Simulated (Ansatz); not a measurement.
# NiMoIrPdW in Ansatz: the effect of pseudo set

NiMoIrPdW:

```
CELL_PARAMETERS angstrom
2.76078 0.00000 0.00000
-1.38039 2.39090 0.00000
0.00000 0.00000 11.34051
ATOMIC_POSITIONS crystal
Ni 0.00000 0.00000 0.70917
Mo 0.66667 0.33333 0.29425
Pd 0.66667 0.33333 0.89901
Ir 0.00000 0.00000 0.10604
W 0.66667 0.33333 0.52921
```

The cell was built by a generator and needn't be a form met in nature.

Alike in all runs:

```yaml
Program: Ansatz 0.2.0
Task: single point
Functional: PBE
k_mesh: 11 × 11 × 3
Occupations: fermi-dirac, width 0.05 eV
Spin: collinear spin, ferromagnetic start
Starting_moments: "[1.0, 1.0, 0.0, 0.6, 0.0] μB"
```

| pseudo set | cutoff | pressure (GPa) | largest force (eV/Å) |
| --- | --- | --- | --- |
| PseudoDojo standard | 1333 eV | -0.2 | 0.28 |
| Ansatz PAW accurate | 1080 eV | ? | ? |
| SPMS NC | 925 eV (not typed: the program's choice for these potentials) | -0.1 | 0.27 |

**Question.** What does the run with pseudo set Ansatz PAW accurate give?

**Answer.** Pressure -0.2 GPa; largest force 0.29 eV/Å.

Caveats: the starting moments weren't kept.

The runs don't all hold the same shells in valence.
